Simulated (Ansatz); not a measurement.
Consider an atomisation energy of C2H5Mg, SMILES [CH2][Mg][CH3] (Ansatz 0.2.0 through its Python package).

Input file `c2h5mg.xyz`:
```text
8

C    -1.57720    1.31940   -1.29000
Mg   -0.28950    0.17630   -0.08150
C     1.02170   -1.00440    1.12630
H    -1.88310    0.77580   -2.17810
H    -1.09420    2.26530   -1.67400
H     1.43140   -0.37280    1.97990
H     1.93560   -1.34920    0.52660
H     0.54760   -1.86760    1.53500
```

The script, `tae_c2h5mg.py`:
```python
# -*- coding: utf-8 -*-
'''Atomisation energy of C2H5Mg at the given geometry.'''

from collections import Counter

import ansatz


def energy_of(molecule, charge=0, unpaired=0):
    calc = (
        molecule.calculation()
        .basis(gaussian='pcseg-2')  # atom-centred Gaussian functions
        .functional('cam_b3lyp')  # level of theory
    )
    if charge:
        calc = calc.charge(charge)
    if unpaired:
        calc = calc.spin('collinear', total=unpaired)
    return calc.run(threads=1).report['free_energy_ev']

system = ansatz.Crystal.molecule_from_extxyz('c2h5mg.xyz')

# unpaired electrons of the ground-state atoms
unpaired = {'C': 2, 'Mg': 0, 'H': 1}
counts = Counter(site.symbol for site in system.cartesian_sites)
atom_energy = {s: energy_of(ansatz.Crystal.molecule().atom(s, (0, 0, 0)), 0, unpaired[s]) for s in counts}
whole = energy_of(system, 0, 1)
for s, e in atom_energy.items():
    print(f'{s:2s} x{counts[s]}  {e:14.5f} eV')
print(f'C2H5Mg: {whole:.5f} eV')
split = sum(counts[s] * e for s, e in atom_energy.items()) - whole
print(f'atomisation energy (no zero-point term): {96.485332 * split:.1f} kJ/mol, {split / sum(counts.values()):.3f} eV an atom')
```

What does it cost to take this molecule apart into atoms?

2483.9 kJ/mol from the electronic energies, without the zero-point term.

What the script printed:

Running `python tae_c2h5mg.py` prints:
```text
C  x2     -1029.59018 eV
Mg x1     -5444.39198 eV
H  x5       -13.57911 eV
C2H5Mg: -7597.21161 eV
atomisation energy (no zero-point term): 2483.9 kJ/mol, 3.218 eV an atom
```

Caveats:
- Total energies depend on the basis set; only differences at equal settings carry meaning.
- The geometry is a force-field or estimated start, not a minimum of this method, and the basis set is short of its limit. All parts are taken at fixed geometry, without zero-point energy.
- The species is open-shell (spin multiplicity 2).
- Hardware and time: 7.1 s on 1 thread of Arm Neoverse V2, with other jobs on the host, peak memory 0.36 GiB.

(A comment or docstring line of the script was reworded after the run, the code is as it ran; lines on the test bed's own set-up are left out of the output.)
